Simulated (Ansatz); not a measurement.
Run this with the Ansatz DFT code, driven from Python and show what comes out.

`bclfh2nsi.py`:
```python
# -*- coding: utf-8 -*-
"""Vibrations and zero-point energy of BClFH2NSi."""

import itertools
import warnings

import ansatz as az
from ase import Atoms
from ase.data import atomic_numbers, covalent_radii
import numpy as np

BASIS_SET = "def2-SVP"
XC = "CAM-B3LYP"


def main():
    warnings.simplefilter("ignore", az.DeckWarning)

    atoms = Atoms(["F", "Si", "Cl", "B", "N", "H", "H"], positions=[
        (-0.7267, -2.2166, -0.1662),
        (-0.0174, -0.7787, 0.3824),
        (1.7052, -0.9711, 1.5029),
        (-0.6863, 1.0394, -0.058),
        (0.2614, 0.2992, -0.9631),
        (-1.6793, 1.781, 0.0345),
        (1.2043, 0.7787, -0.7782),
    ])
    geometry = az.Crystal.molecule_from_ase(atoms)

    job = geometry.calculation()
    job = job.basis(gaussian=BASIS_SET).functional(XC)
    job = job.accuracy("medium")
    symbols = [site.symbol for site in geometry.cartesian_sites]
    start = np.array([site.position_ang for site in geometry.cartesian_sites], dtype=float)
    data = job.relax(force_tolerance=0.003, max_steps=100).run(threads=1).report
    end = np.array(data["positions_ang"])

    # pairs closer than 1.2 times the sum of covalent radii, before or after
    radius = [covalent_radii[atomic_numbers[s]] for s in symbols]
    span = lambda where, i, j: np.linalg.norm(where[i] - where[j])
    bonded = [(i, j) for i, j in itertools.combinations(range(len(symbols)), 2) if min(span(start, i, j), span(end, i, j)) < 1.2 * (radius[i] + radius[j])]
    print("pair        before    after (A)")
    for i, j in bonded:
        print(f"{symbols[i]}{i}-{symbols[j]}{j}".ljust(10), f"{span(start, i, j):8.4f} {span(end, i, j):8.4f}")

    # same settings at the minimum
    minimum = az.Crystal.molecule()
    for symbol, place in zip(symbols, end):
        minimum = minimum.atom(symbol, place.tolist())
    vibrating = (
        minimum.calculation()
        .basis(gaussian=BASIS_SET)
        .functional(XC)
        .accuracy("medium")
        .phonons(temperatures=(100, 500, 100))
    )
    vib = vibrating.run(threads=1).report["vibrations"]
    sums = vib["harmonic_sums"]
    modes = [m["omega_inv_cm"] for m in sums["modes_at_gamma"] if m["rigid_motion"] == "no"]
    print("frequencies (1/cm):", " ".join(f"{w:.0f}" for w in modes))
    print("imaginary modes:", sum(w < 0 for w in modes), " zero-point energy:", round(sums["zero_point_energy_ev"], 4), "eV")
    print("T (K)   F_vib (eV)   S_vib (meV/K)   C_vib (meV/K)")
    for row in zip(sums["temperatures_k"], sums["vibrational_free_energy_ev"], vib["entropy_ev_per_k"], vib["heat_capacity_ev_per_k"]):
        print(f"{row[0]:6.1f} {row[1]:11.4f} {1000 * row[2]:13.4f} {1000 * row[3]:15.4f}")


if __name__ == "__main__":
    main()
```

```console
$ python bclfh2nsi.py
pair        before    after (A)
F0-Si1       1.6946   1.6142
Si1-Cl2      2.0639   2.0494
Si1-B3       1.9867   1.8981
Si1-N4       1.7464   1.7337
B3-N4        1.5051   1.3992
B3-H5        1.2428   1.1958
N4-H6        1.0739   1.0170
frequencies (1/cm): 201 218 267 291 500 632 691 759 865 888 965 1092 1334 2712 3585
imaginary modes: 0  zero-point energy: 0.9298 eV
T (K)   F_vib (eV)   S_vib (meV/K)   C_vib (meV/K)
 100.0      0.9286        0.0525          0.1422
 200.0      0.9152        0.2217          0.3645
 300.0      0.8837        0.4071          0.5567
 400.0      0.8339        0.5887          0.7057
 500.0      0.7664        0.7584          0.8129
```

Caveats:
- These settings explore the input space; basis and method may be short of convergence.
- The frequencies are harmonic and unscaled, in a modest basis.
- It ran for 2.4 min on 1 thread of Arm Neoverse V2 (shared host), peak memory 0.28 GiB.
